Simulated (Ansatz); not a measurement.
Born–Oppenheimer molecular dynamics of a periodic cell of 16 atoms, WC (start crystal WC, start structure P-6m2, volume 1.1 times the crystal's). It starts from a structure without forces on its atoms.

These are results of DFT LDA, scalar-relativistic, plane waves, PAW in Ansatz 0.2.0, not measurements. Settings: PAW set soft_1, cutoff 420 eV, k mesh 2x2x2, fermi-dirac smearing 0.36 eV, no spin polarisation.

- ensemble: NVT, Langevin thermostat
- time step: 0.75 fs
- steps asked: 200
- set temperature: 4200 K
- friction: 0.02 /fs
- seed: 90205

Frames 0.75 fs apart, positions in Å, forces in eV/Å.

Velocities at 0.0 fs (Å/ps):

```
W -4.13 -6.22 -0.12
C -9.71 15.44 1.54
W 2.14 -0.12 7.28
C -19.56 -3.20 15.52
W -4.00 -5.46 -1.46
C -8.14 0.17 -40.15
W 6.44 4.46 1.32
C 16.06 20.93 1.66
W -6.66 0.48 -3.52
C 32.52 -8.33 -15.19
W 4.26 2.29 0.88
C 6.46 -4.20 12.15
W 1.53 -0.73 -9.13
C 17.58 21.78 28.27
W -1.80 2.99 4.73
C -1.01 -7.29 -3.45
```

```xyz
16
Lattice="-2.9892 -5.1774 0.0000 4.4838 -2.5887 0.0000 0.0000 0.0000 5.8493" Properties=species:S:1:pos:R:3:forces:R:3 time_fs=0.0 energy_less_start_eV=0.000 T=3938
W 0.000 -5.177 0.000 0.05 -0.03 0.00
C 1.495 -4.314 1.462 -0.05 0.03 0.00
W 0.000 -5.177 2.925 0.05 -0.03 0.00
C 1.495 -4.314 4.387 -0.05 0.03 0.00
W -1.495 -2.589 0.000 0.05 -0.03 0.00
C 0.000 -1.726 1.462 -0.05 0.03 0.00
W -1.495 -2.589 2.925 0.05 -0.03 0.00
C 0.000 -1.726 4.387 -0.05 0.03 0.00
W 1.495 -2.589 0.000 0.05 -0.03 0.00
C 2.989 -1.726 1.462 -0.05 0.03 0.00
W 1.495 -2.589 2.925 0.05 -0.03 0.00
C 2.989 -1.726 4.387 -0.05 0.03 0.00
W 0.000 0.000 0.000 0.05 -0.03 0.00
C -1.495 -4.314 1.462 -0.05 0.03 0.00
W 0.000 0.000 2.925 0.05 -0.03 0.00
C -1.495 -4.314 4.387 -0.05 0.03 0.00
16
Lattice="-2.9892 -5.1774 0.0000 4.4838 -2.5887 0.0000 0.0000 0.0000 5.8493" Properties=species:S:1:pos:R:3:forces:R:3 time_fs=0.8 energy_less_start_eV=0.025 T=4061
W -0.003 -5.182 -0.001 0.15 0.08 0.11
C 1.488 -4.303 1.463 0.04 -0.10 0.03
W 0.002 -5.177 2.930 0.07 0.01 -0.12
C 1.481 -4.317 4.399 0.10 0.07 -0.15
W -1.497 -2.592 -0.001 0.05 0.08 0.02
C -0.006 -1.726 1.433 0.05 0.04 0.33
W -1.490 -2.586 2.926 -0.03 0.04 -0.02
C 0.011 -1.708 4.389 -0.21 -0.21 -0.09
W 1.489 -2.589 -0.003 0.17 -0.04 0.06
C 3.015 -1.733 1.451 -0.38 0.14 0.15
W 1.497 -2.587 2.926 0.04 -0.05 -0.07
C 2.995 -1.727 4.393 -0.13 0.03 -0.10
W 0.001 -0.001 -0.007 0.12 0.04 0.19
C -1.483 -4.298 1.483 -0.16 -0.16 -0.21
W -0.001 0.003 2.928 0.16 -0.07 -0.17
C -1.495 -4.318 4.384 -0.03 0.11 0.04
16
Lattice="-2.9892 -5.1774 0.0000 4.4838 -2.5887 0.0000 0.0000 0.0000 5.8493" Properties=species:S:1:pos:R:3:forces:R:3 time_fs=1.5 energy_less_start_eV=0.097 T=4202
W -0.007 -5.187 -0.001 0.25 0.19 0.24
C 1.483 -4.294 1.464 0.10 -0.21 0.06
W 0.004 -5.178 2.936 0.08 0.06 -0.24
C 1.467 -4.319 4.413 0.24 0.12 -0.30
W -1.499 -2.596 -0.001 0.02 0.18 0.02
C -0.013 -1.726 1.404 0.15 0.06 0.66
W -1.484 -2.583 2.928 -0.13 0.11 -0.04
C 0.017 -1.689 4.392 -0.30 -0.49 -0.18
W 1.483 -2.589 -0.005 0.30 -0.03 0.11
C 3.042 -1.742 1.441 -0.73 0.26 0.28
W 1.500 -2.584 2.927 0.02 -0.07 -0.14
C 3.001 -1.727 4.399 -0.24 0.01 -0.20
W 0.002 -0.002 -0.015 0.17 0.12 0.37
C -1.476 -4.283 1.503 -0.20 -0.35 -0.39
W -0.003 0.006 2.932 0.27 -0.10 -0.34
C -1.494 -4.318 4.380 -0.02 0.15 0.08
16
Lattice="-2.9892 -5.1774 0.0000 4.4838 -2.5887 0.0000 0.0000 0.0000 5.8493" Properties=species:S:1:pos:R:3:forces:R:3 time_fs=2.2 energy_less_start_eV=0.217 T=4327
W -0.012 -5.192 -0.002 0.35 0.28 0.36
C 1.475 -4.286 1.468 0.19 -0.29 0.06
W 0.006 -5.179 2.941 0.07 0.12 -0.35
C 1.452 -4.322 4.427 0.39 0.17 -0.46
W -1.501 -2.601 -0.002 -0.04 0.28 0.02
C -0.021 -1.730 1.376 0.28 0.09 0.97
W -1.480 -2.581 2.930 -0.23 0.19 -0.06
C 0.021 -1.669 4.394 -0.35 -0.79 -0.29
W 1.477 -2.590 -0.007 0.42 -0.04 0.16
C 3.070 -1.751 1.429 -1.10 0.40 0.44
W 1.503 -2.582 2.928 -0.02 -0.11 -0.18
C 3.008 -1.728 4.407 -0.35 0.01 -0.33
W 0.004 -0.003 -0.022 0.22 0.19 0.55
C -1.473 -4.268 1.518 -0.19 -0.54 -0.52
W -0.004 0.010 2.936 0.38 -0.14 -0.51
C -1.492 -4.317 4.376 -0.02 0.18 0.12
16
Lattice="-2.9892 -5.1774 0.0000 4.4838 -2.5887 0.0000 0.0000 0.0000 5.8493" Properties=species:S:1:pos:R:3:forces:R:3 time_fs=3.0 energy_less_start_eV=0.382 T=4067
W -0.015 -5.197 -0.003 0.41 0.37 0.50
C 1.465 -4.278 1.473 0.29 -0.38 0.06
W 0.007 -5.180 2.946 0.06 0.20 -0.47
C 1.436 -4.324 4.443 0.55 0.21 -0.64
W -1.502 -2.606 -0.002 -0.12 0.37 0.01
C -0.029 -1.735 1.349 0.39 0.15 1.27
W -1.475 -2.579 2.932 -0.32 0.26 -0.06
C 0.024 -1.650 4.397 -0.39 -1.10 -0.41
W 1.471 -2.592 -0.009 0.54 -0.04 0.19
C 3.099 -1.758 1.415 -1.49 0.52 0.62
W 1.506 -2.580 2.929 -0.08 -0.15 -0.20
C 3.013 -1.730 4.414 -0.44 0.03 -0.45
W 0.005 -0.004 -0.030 0.29 0.25 0.73
C -1.471 -4.254 1.531 -0.16 -0.73 -0.60
W -0.006 0.014 2.941 0.49 -0.17 -0.68
C -1.493 -4.316 4.374 0.01 0.21 0.13
16
Lattice="-2.9892 -5.1774 0.0000 4.4838 -2.5887 0.0000 0.0000 0.0000 5.8493" Properties=species:S:1:pos:R:3:forces:R:3 time_fs=3.8 energy_less_start_eV=0.581 T=3913
W -0.019 -5.202 -0.004 0.45 0.44 0.65
C 1.456 -4.269 1.479 0.39 -0.48 0.06
W 0.008 -5.182 2.953 0.05 0.27 -0.61
C 1.421 -4.327 4.462 0.69 0.26 -0.84
W -1.504 -2.610 -0.002 -0.22 0.45 -0.02
C -0.036 -1.742 1.324 0.47 0.24 1.53
W -1.471 -2.578 2.933 -0.42 0.33 -0.06
C 0.023 -1.631 4.399 -0.40 -1.43 -0.50
W 1.465 -2.594 -0.011 0.65 -0.03 0.22
C 3.125 -1.765 1.403 -1.84 0.64 0.78
W 1.510 -2.577 2.930 -0.15 -0.19 -0.21
C 3.017 -1.732 4.419 -0.54 0.05 -0.55
W 0.006 -0.005 -0.038 0.36 0.29 0.91
C -1.469 -4.241 1.541 -0.14 -0.91 -0.66
W -0.007 0.017 2.945 0.58 -0.17 -0.85
C -1.496 -4.315 4.372 0.06 0.25 0.15
16
Lattice="-2.9892 -5.1774 0.0000 4.4838 -2.5887 0.0000 0.0000 0.0000 5.8493" Properties=species:S:1:pos:R:3:forces:R:3 time_fs=4.5 energy_less_start_eV=0.807 T=3634
W -0.022 -5.207 -0.005 0.47 0.50 0.82
C 1.447 -4.261 1.482 0.47 -0.58 0.09
W 0.009 -5.184 2.960 0.06 0.36 -0.74
C 1.408 -4.330 4.482 0.82 0.30 -1.07
W -1.506 -2.614 -0.002 -0.31 0.51 -0.06
C -0.044 -1.753 1.303 0.58 0.36 1.76
W -1.467 -2.577 2.934 -0.50 0.38 -0.07
C 0.023 -1.613 4.400 -0.40 -1.76 -0.60
W 1.459 -2.595 -0.013 0.76 -0.04 0.26
C 3.148 -1.773 1.392 -2.16 0.76 0.93
W 1.514 -2.574 2.932 -0.24 -0.25 -0.22
C 3.023 -1.735 4.423 -0.66 0.10 -0.64
W 0.007 -0.005 -0.046 0.43 0.30 1.11
C -1.468 -4.232 1.549 -0.11 -1.05 -0.70
W -0.009 0.019 2.950 0.67 -0.17 -1.03
C -1.499 -4.315 4.368 0.13 0.28 0.17
16
Lattice="-2.9892 -5.1774 0.0000 4.4838 -2.5887 0.0000 0.0000 0.0000 5.8493" Properties=species:S:1:pos:R:3:forces:R:3 time_fs=5.2 energy_less_start_eV=1.056 T=3631
W -0.025 -5.212 -0.007 0.46 0.53 1.01
C 1.438 -4.253 1.482 0.54 -0.67 0.16
W 0.009 -5.186 2.966 0.06 0.46 -0.89
C 1.391 -4.332 4.503 1.00 0.35 -1.32
W -1.507 -2.619 -0.001 -0.45 0.56 -0.12
C -0.056 -1.764 1.285 0.72 0.49 1.96
W -1.464 -2.577 2.936 -0.58 0.40 -0.10
C 0.023 -1.597 4.402 -0.41 -2.06 -0.71
W 1.454 -2.596 -0.014 0.85 -0.04 0.28
C 3.169 -1.780 1.381 -2.46 0.87 1.08
W 1.519 -2.572 2.932 -0.34 -0.32 -0.22
C 3.030 -1.738 4.426 -0.80 0.14 -0.72
W 0.008 -0.006 -0.053 0.52 0.31 1.32
C -1.470 -4.225 1.555 -0.07 -1.16 -0.70
W -0.012 0.021 2.954 0.77 -0.16 -1.21
C -1.502 -4.314 4.365 0.18 0.29 0.18
16
Lattice="-2.9892 -5.1774 0.0000 4.4838 -2.5887 0.0000 0.0000 0.0000 5.8493" Properties=species:S:1:pos:R:3:forces:R:3 time_fs=6.0 energy_less_start_eV=1.324 T=3592
W -0.029 -5.216 -0.009 0.43 0.55 1.22
C 1.428 -4.247 1.480 0.62 -0.73 0.25
W 0.009 -5.189 2.973 0.05 0.57 -1.04
C 1.374 -4.335 4.524 1.20 0.40 -1.58
W -1.509 -2.624 0.000 -0.61 0.60 -0.20
C -0.069 -1.775 1.267 0.90 0.63 2.14
W -1.460 -2.576 2.938 -0.67 0.40 -0.15
C 0.023 -1.586 4.402 -0.40 -2.31 -0.80
W 1.448 -2.597 -0.014 0.93 -0.04 0.29
C 3.188 -1.784 1.374 -2.73 0.94 1.20
W 1.524 -2.569 2.933 -0.44 -0.39 -0.22
C 3.037 -1.739 4.430 -0.94 0.15 -0.79
W 0.008 -0.007 -0.061 0.60 0.32 1.53
C -1.473 -4.219 1.557 -0.03 -1.25 -0.68
W -0.014 0.024 2.959 0.87 -0.14 -1.38
C -1.504 -4.312 4.361 0.22 0.30 0.21
16
Lattice="-2.9892 -5.1774 0.0000 4.4838 -2.5887 0.0000 0.0000 0.0000 5.8493" Properties=species:S:1:pos:R:3:forces:R:3 time_fs=6.8 energy_less_start_eV=1.603 T=3300
W -0.032 -5.220 -0.010 0.38 0.55 1.44
C 1.419 -4.242 1.478 0.68 -0.78 0.34
W 0.009 -5.192 2.980 0.06 0.67 -1.17
C 1.359 -4.337 4.546 1.38 0.46 -1.85
W -1.511 -2.629 0.001 -0.77 0.61 -0.27
C -0.081 -1.787 1.251 1.05 0.78 2.32
W -1.455 -2.576 2.940 -0.74 0.40 -0.22
C 0.022 -1.577 4.399 -0.40 -2.50 -0.83
W 1.442 -2.598 -0.014 1.03 -0.03 0.29
C 3.207 -1.787 1.367 -2.98 1.00 1.31
W 1.529 -2.565 2.935 -0.54 -0.46 -0.23
C 3.046 -1.738 4.435 -1.09 0.14 -0.89
W 0.008 -0.009 -0.068 0.68 0.31 1.72
C -1.475 -4.215 1.558 0.00 -1.33 -0.63
W -0.017 0.026 2.964 0.98 -0.12 -1.55
C -1.507 -4.310 4.358 0.27 0.30 0.22
16
Lattice="-2.9892 -5.1774 0.0000 4.4838 -2.5887 0.0000 0.0000 0.0000 5.8493" Properties=species:S:1:pos:R:3:forces:R:3 time_fs=7.5 energy_less_start_eV=1.895 T=3108
W -0.036 -5.223 -0.011 0.34 0.56 1.67
C 1.411 -4.238 1.478 0.75 -0.82 0.41
W 0.009 -5.194 2.987 0.08 0.76 -1.31
C 1.344 -4.338 4.568 1.56 0.51 -2.12
W -1.513 -2.632 0.001 -0.89 0.62 -0.32
C -0.091 -1.798 1.237 1.17 0.92 2.48
W -1.451 -2.577 2.943 -0.80 0.42 -0.29
C 0.021 -1.570 4.396 -0.39 -2.67 -0.85
W 1.436 -2.599 -0.013 1.13 -0.02 0.28
C 3.225 -1.789 1.359 -3.21 1.05 1.45
W 1.534 -2.562 2.936 -0.64 -0.51 -0.23
C 3.054 -1.735 4.443 -1.25 0.10 -1.03
W 0.009 -0.010 -0.074 0.78 0.29 1.89
C -1.475 -4.209 1.559 0.01 -1.42 -0.59
W -0.019 0.029 2.968 1.08 -0.11 -1.70
C -1.508 -4.310 4.353 0.29 0.32 0.27
16
Lattice="-2.9892 -5.1774 0.0000 4.4838 -2.5887 0.0000 0.0000 0.0000 5.8493" Properties=species:S:1:pos:R:3:forces:R:3 time_fs=8.2 energy_less_start_eV=2.201 T=3099
W -0.040 -5.227 -0.012 0.29 0.57 1.90
C 1.401 -4.234 1.481 0.81 -0.85 0.45
W 0.008 -5.196 2.994 0.10 0.84 -1.44
C 1.330 -4.338 4.590 1.72 0.54 -2.37
W -1.515 -2.636 0.001 -1.03 0.63 -0.36
C -0.102 -1.807 1.226 1.31 1.05 2.60
W -1.448 -2.578 2.946 -0.85 0.45 -0.36
C 0.020 -1.563 4.395 -0.37 -2.84 -0.89
W 1.430 -2.600 -0.011 1.22 -0.01 0.30
C 3.242 -1.792 1.353 -3.44 1.12 1.57
W 1.538 -2.560 2.937 -0.73 -0.55 -0.22
C 3.062 -1.733 4.451 -1.39 0.08 -1.17
W 0.009 -0.010 -0.080 0.86 0.25 2.07
C -1.477 -4.201 1.560 0.03 -1.53 -0.55
W -0.022 0.031 2.973 1.16 -0.10 -1.84
C -1.509 -4.312 4.349 0.30 0.36 0.31
```

Of the whole run (150 fs, mean temperature of the second half 3767 K): The mean temperature of the second half is 10 % below the set value. A run of 0.15 ps of so small a system gives no equilibrium averages. Limits of this set-up: coarse k mesh, PAW files made for another functional.

Run time: 18 min on 1 thread of Arm Neoverse V1, on a shared host, peak memory 0.52 GiB.
